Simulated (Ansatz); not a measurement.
# Ga3As3CO: the cost of one run

Method: DFT PBE+D3(BJ), scalar-relativistic, plane waves, PAW, in Ansatz 0.2.0.

1 further run of the same task is left out (set aside as unsound or not needed).

## 1. The system as given

The structure is triclinic, space group P1 (No. 1). The conventional cell has a = 4.014 Å, b = 5.676 Å, c = 23.335 Å, α = 90.00°, β = 90.00°, γ = 90.00°. Ga (site symmetry 1) has 3 As at 2.46 to 2.55 Å as nearest neighbours. As (site symmetry 1) is surrounded by 3 Ga at 2.46 to 2.49 Å. Ga (site symmetry 1) is surrounded by 4 As at 2.48 to 2.51 Å. As (site symmetry 1) is surrounded by 4 Ga at 2.48 to 2.55 Å. Around Ga (site symmetry 1) lie 3 As at 2.46 to 2.48 Å. As (site symmetry 1) has 3 Ga at 2.46 to 2.48 Å as nearest neighbours. O (site symmetry 1) is surrounded by 1 C at 1.15 Å. C (site symmetry 1) has 1 O at 1.15 Å as nearest neighbours.

Structure file:

```cif
data_structure
_symmetry_space_group_name_H-M 'P1'
_symmetry_Int_Tables_number 1
_cell_length_a 4.0137
_cell_length_b 5.6762
_cell_length_c 23.3353
_cell_angle_alpha 90.000
_cell_angle_beta 90.000
_cell_angle_gamma 90.000
_cell_volume 531.64
loop_
_atom_site_label
_atom_site_type_symbol
_atom_site_symmetry_multiplicity
_atom_site_Wyckoff_symbol
_atom_site_fract_x
_atom_site_fract_y
_atom_site_fract_z
_atom_site_occupancy
Ga1 Ga 1 a 0.50000 0.50000 0.17141 1
As1 As 1 a 0.00000 0.25000 0.17141 1
Ga2 Ga 1 a 0.00000 0.06538 0.26800 1
As2 As 1 a 0.50000 0.81022 0.25049 1
Ga3 Ga 1 a 0.50000 0.48946 0.32285 1
As3 As 1 a 0.00000 0.28876 0.35934 1
O1 O 1 a 0.33333 0.28876 0.50933 1
C1 C 1 a 0.33333 0.28876 0.55861 1
```

This is the geometry of the first run shown, built on a cell relaxed beforehand with the same method.

## 2. What is varied

Atoms count from 1 in the order of the input.

CO (O end down) is moved over the surface cell at a fixed height above a rigid substrate; the origin of the map has the adsorbate above As6; the height is held at 3.50 Å.

First coordinate, position of O7 along the first surface vector, from above As6: 6 values from 0.000 to 0.833, periodic. Second coordinate, position of O7 along the second surface vector, from above As6: 6 values from 0.000 to 0.833, periodic.

Nothing else is relaxed. Points are written as (first, second).

The two vectors of the plane (Å): (4.014, 0.000, 0.000); (0.000, 5.676, 0.000).

## 3. Grid point (2/6, 0/6) of the map's two axes

The cell repeats along c, and a dipole correction in the vacuum removes the field between the copies.

input.yaml reads:

```yaml
crystal:
  lattice:
    - [4.0137031111, 0.0, 0.0]
    - [0.0, 5.6762333751, 0.0]
    - [0.0, 0.0, 23.3352699083]
  atoms:
    - { symbol: Ga, position: [0.5, 0.5, 0.1714143447] }
    - { symbol: As, position: [0.0, 0.25, 0.1714143447] }
    - { symbol: Ga, position: [0.0, 0.0653835255, 0.2680035048] }
    - { symbol: As, position: [0.5, 0.8102208698, 0.2504948966] }
    - { symbol: Ga, position: [0.5, 0.4894639609, 0.3228546357] }
    - { symbol: As, position: [0.0, 0.2887573198, 0.3593388866] }
    - { symbol: O, position: [0.3333333333, 0.2887573198, 0.5093264383] }
    - { symbol: C, position: [0.3333333333, 0.2887573198, 0.5586080624] }
basis:
  ecutwfc: 420
kpoints:
  mp_grid: { grid: [7, 5, 1] }
hamiltonian:
  xc: pbe
  pseudopotentials: { kind: paw, azcp: { folder: soft_1 } }
  dispersion: d3bj
scf:
  occupations: { method: gaussian, width: 0.05 }
output:
  forces: true
  eigenvalues: true
efield:
  axis: 3
  dipole_correction: true
  ramp_width: 0.04
```

Launch:

```console
$ ansatz run input.yaml --threads 2 --pin off --max-ram 6144MiB --backend cpu --events-out ev --progress --plain --runs-dir out
```

Q: Estimate wall time and peak memory on 2 threads of Intel Xeon Platinum 8488C (Sapphire Rapids), shared host.

About 25 s, with a peak of 0.99 GiB.
